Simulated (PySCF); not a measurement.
**Cu³⁺: ionisation energy in x2c-TZVPPall plus 1 even-tempered diffuse shell per l**

Aim: the ionisation energy of copper from differences of total energies, at each level of theory, and how far each lands from the tabulated value where there is one.

Program: PySCF 2.14.0. Level of theory: unrestricted determinants in a Gaussian basis, no spin-orbit coupling in the energies. These are calculated values, not measurements, unless marked.

**1. Starting point**

- Element: copper (Z = 29)
- Basis: x2c-TZVPPall with one added diffuse shell each of s, p, d, f type (7s6p5d3f1g, 80 functions)
- Hamiltonian: scalar relativity by spin-free X2C-1e
- State 1: Cu³⁺: [Ar] 3d8, high-spin 3F determinant
- Needed too, but not shown: Cu²⁺ [Ar] 3d9 (2D)
- Methods: UHF, LDA, PBE, PBE0, r2SCAN, revPBE, PBEsol, MN15, M06-2X, MP2
- Core shells frozen in the correlated runs: valence: [Ar]; valence and next inner shell: [Ne] (for Cu³⁺)

Outer shells as boxes (Hund's rule):

Cu3+ [Ar] 3d8
```
[Ar] core
3d [↑↓][↑↓][↑↓][↑ ][↑ ]
```

One driver process ran all states and methods and kept the integrals in memory. Each run is shown as a PySCF script that sums up its settings (the driver passes frozen orbitals as a list and adds second-order terms of double hybrids); the logs are those of the runs themselves. The driver starts from symmetry-adapted Hartree-Fock orbitals, holds the occupation by maximum overlap and uses a logarithmic radial grid for functionals, so a plain start would take other cycles.

The integrals over 80 functions and the set-up took 0.5 s of CPU time.

**2. Cu³⁺: the ladder of methods**

UHF:

The input, input.py:

```python
from pyscf import gto, scf, dft, mp, cc
import basis_set_exchange as bse
mol = gto.M(atom="Cu 0 0 0", charge=3, spin=2, symmetry="D2h",
            basis=gto.basis.parse(bse.get_basis("x2c-TZVPPall", elements=["Cu"], fmt="nwchem", augment_diffuse=1)),
            nucmod="G")
mf = scf.UHF(mol).sfx2c1e()
mf.irrep_nelec = {'Ag': (5, 3), 'B1g': (1, 1), 'B2g': (1, 1), 'B3g': (1, 1), 'B1u': (2, 2), 'B2u': (2, 2), 'B3u': (2, 2)}
mf.kernel()
```

LDA:

input.py, as changed from the run before:

```diff
@@ -5,3 +5,3 @@
             nucmod="G")
-mf = scf.UHF(mol).sfx2c1e()
+mf = dft.UKS(mol, xc="LDA,VWN").sfx2c1e()
 mf.irrep_nelec = {'Ag': (5, 3), 'B1g': (1, 1), 'B2g': (1, 1), 'B3g': (1, 1), 'B1u': (2, 2), 'B2u': (2, 2), 'B3u': (2, 2)}
```

PBE:

input.py, as changed from the run before:

```diff
@@ -5,3 +5,3 @@
             nucmod="G")
-mf = dft.UKS(mol, xc="LDA,VWN").sfx2c1e()
+mf = dft.UKS(mol, xc="PBE").sfx2c1e()
 mf.irrep_nelec = {'Ag': (5, 3), 'B1g': (1, 1), 'B2g': (1, 1), 'B3g': (1, 1), 'B1u': (2, 2), 'B2u': (2, 2), 'B3u': (2, 2)}
```

PBE0:

input.py, as changed from the run before:

```diff
@@ -5,3 +5,3 @@
             nucmod="G")
-mf = dft.UKS(mol, xc="PBE").sfx2c1e()
+mf = dft.UKS(mol, xc="PBE0").sfx2c1e()
 mf.irrep_nelec = {'Ag': (5, 3), 'B1g': (1, 1), 'B2g': (1, 1), 'B3g': (1, 1), 'B1u': (2, 2), 'B2u': (2, 2), 'B3u': (2, 2)}
```

r2SCAN:

input.py, as changed from the run before:

```diff
@@ -5,3 +5,3 @@
             nucmod="G")
-mf = dft.UKS(mol, xc="PBE0").sfx2c1e()
+mf = dft.UKS(mol, xc="R2SCAN").sfx2c1e()
 mf.irrep_nelec = {'Ag': (5, 3), 'B1g': (1, 1), 'B2g': (1, 1), 'B3g': (1, 1), 'B1u': (2, 2), 'B2u': (2, 2), 'B3u': (2, 2)}
```

revPBE:

input.py, as changed from the run before:

```diff
@@ -5,3 +5,3 @@
             nucmod="G")
-mf = dft.UKS(mol, xc="R2SCAN").sfx2c1e()
+mf = dft.UKS(mol, xc="PBE_R,PBE").sfx2c1e()
 mf.irrep_nelec = {'Ag': (5, 3), 'B1g': (1, 1), 'B2g': (1, 1), 'B3g': (1, 1), 'B1u': (2, 2), 'B2u': (2, 2), 'B3u': (2, 2)}
```

PBEsol:

input.py, as changed from the run before:

```diff
@@ -5,3 +5,3 @@
             nucmod="G")
-mf = dft.UKS(mol, xc="PBE_R,PBE").sfx2c1e()
+mf = dft.UKS(mol, xc="PBEsol").sfx2c1e()
 mf.irrep_nelec = {'Ag': (5, 3), 'B1g': (1, 1), 'B2g': (1, 1), 'B3g': (1, 1), 'B1u': (2, 2), 'B2u': (2, 2), 'B3u': (2, 2)}
```

MN15:

input.py, as changed from the run before:

```diff
@@ -5,3 +5,3 @@
             nucmod="G")
-mf = dft.UKS(mol, xc="PBEsol").sfx2c1e()
+mf = dft.UKS(mol, xc="MN15").sfx2c1e()
 mf.irrep_nelec = {'Ag': (5, 3), 'B1g': (1, 1), 'B2g': (1, 1), 'B3g': (1, 1), 'B1u': (2, 2), 'B2u': (2, 2), 'B3u': (2, 2)}
```

M06-2X:

input.py, as changed from the run before:

```diff
@@ -5,3 +5,3 @@
             nucmod="G")
-mf = dft.UKS(mol, xc="MN15").sfx2c1e()
+mf = dft.UKS(mol, xc="M062X").sfx2c1e()
 mf.irrep_nelec = {'Ag': (5, 3), 'B1g': (1, 1), 'B2g': (1, 1), 'B3g': (1, 1), 'B1u': (2, 2), 'B2u': (2, 2), 'B3u': (2, 2)}
```

**3. Cu³⁺, continued**

MP2 (valence):

input.py: that of step 2 with these lines changed.

```diff
@@ -5,4 +5,5 @@
             nucmod="G")
-mf = dft.UKS(mol, xc="M062X").sfx2c1e()
+mf = scf.UHF(mol).sfx2c1e()
 mf.irrep_nelec = {'Ag': (5, 3), 'B1g': (1, 1), 'B2g': (1, 1), 'B3g': (1, 1), 'B1u': (2, 2), 'B2u': (2, 2), 'B3u': (2, 2)}
 mf.kernel()
+mp.UMP2(mf, frozen=9).kernel()
```

MP2 (valence and next inner shell):

input.py, as changed from the run before:

```diff
@@ -8,2 +8,2 @@
 mf.kernel()
-mp.UMP2(mf, frozen=9).kernel()
+mp.UMP2(mf, frozen=5).kernel()
```

**Question.** What will these runs give?

**Answer**, as computed:

| quantity | value |
| --- | --- |
| ionisation energy, Cu²⁺ | UHF 34.004, MP2 (valence and next inner shell) 37.265 eV; reference 36.841 ± 0.012 |

Each level's miss (mean over 1 difference):

```tsv
method	mean absolute miss against the measured value (with the measured fine structure taken into account where it is known) (eV)
UHF	2.904
LDA	1.124
PBE	0.428
PBE0	0.091
r2SCAN	0.440
revPBE	0.267
PBEsol	0.519
MN15	1.075
M06-2X	0.170
MP2 (valence)	0.228
SCS-MP2 (valence)	0.472
MP2 (valence and next inner shell)	0.358
SCS-MP2 (valence and next inner shell)	0.041
```

**Reading.** Against experiment SCS-MP2 (valence and next inner shell) comes closest (off by 0.04 eV) and UHF is farthest (2.90 eV). Hartree-Fock falls short because the species with more electrons holds more correlation energy, which it lacks. PBE is off by +0.43 eV. The basis is finite, and no extrapolation was made.
